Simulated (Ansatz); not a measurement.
Working through a comparison of norm-conserving and PAW potentials of HfTaN₂, space group R-3m

Computed with the Ansatz DFT code, driven from Python.

The cells in order, each with its output:

In [1]:
```python
import ansatz
import numpy as np
```

In [2]:
```python
def count_gap(report):
    # lowest empty less highest filled band, counting bands; zero where they overlap
    return max(report.get("gap_by_band_count_ev") or 0.0, 0.0)
```

In [3]:
```python
structure = (
    ansatz.Lattice.from_parameters(5.451344, 5.451344, 5.451344, alpha=33.83512, beta=33.83512, gamma=33.83512)
    .atom("Hf", (0.0, 0.0, 0.0))
    .atom("Ta", (0.5, 0.5, 0.5))
    .atom("N", (0.250298, 0.250298, 0.250298))
    .atom("N", (0.749702, 0.749702, 0.749702))
)
```

In [4]:
```python
calc = (
    structure.calculation()
    .kpoints(9, 9, 9)
    .occupations("cold", width=0.05)
    .functional(ansatz.Functional.PBESOL)
    .scf(tolerance=1e-10)
    .stress()
    .forces()
    .band_table()
)
variants = {
    "PAW": calc.pseudopotentials("paw"),
    "norm-conserving": calc.pseudopotentials("nc"),
}
rows = []
for label, variant in variants.items():
    rep = variant.run().report
    levels = np.array(rep["eigenvalues_ev"][0]) - rep["fermi_energy_ev"]
    print(label, "levels at the first k-point near E_F:", np.round(levels[np.abs(levels) < 5], 3))
    rows.append((label, rep["n_electrons"], np.trace(rep["stress_gpa"]) / 3, float(np.abs(rep["forces_ev_ang"]).max()), count_gap(rep)))
print("     treatment  electrons in bands           P GPa  max force component eV/A  gap by band count eV")
for row in rows:
    print(f"{str(row[0]):>14s}  {row[1]:18.1f}  {row[2]:14.3f}  {row[3]:24.4f}  {row[4]:20.3f}")
```
```text
DeckWarning: basis.ecutwfc = 420 eV, auto-derived from the records' recommended cutoffs: set by Hf (normal level)
PAW levels at the first k-point near E_F: [-3.285 -3.285 -3.234 -1.334 -1.334 -1.173  0.956  0.956  1.586  2.775]
DeckWarning: basis.ecutwfc = 1142.878222 eV, auto-derived from the records' recommended cutoffs: set by N (normal level)
norm-conserving levels at the first k-point near E_F: [-3.342 -3.342 -3.293 -1.318 -1.318 -1.157  0.973  0.973  1.59 ]
     treatment  electrons in bands           P GPa  max force component eV/A  gap by band count eV
           PAW                49.0          -7.742                    0.2622                 0.000
norm-conserving                35.0          -8.411                    0.2051                 0.000
```

PAW gives -7.742 GPa and norm-conserving -8.411 GPa, 0.67 GPa apart (a gap this large is an error of one set of files, which an all-electron run can settle). They took 7.8 and 21.2 s of processor time.

The run is spin-unpolarised. The computed bands are complete only to about 1.2 eV above the Fermi level. The mesh is modest for a metal, so energies can be off by several to tens of meV an atom and pressures by half a GPa or more; differences at equal mesh fare better. A gap by band count of zero or less means overlapping bands, a metal, and at an odd count of electrons it is no gap at all. At these settings the cell as given stands under about -8 GPa, so it isn't at this functional's equilibrium volume. The structure comes from a database of computed cells and needn't be a stable or known phase. Gaps and levels are Kohn-Sham values on a finite set of k-points, without spin-orbit coupling. Warnings are shown shortened and without file and line. Stress is positive in compression. Hardware and time: 30 s on 1 thread of Arm Neoverse V1 (shared host), peak memory 0.59 GiB.
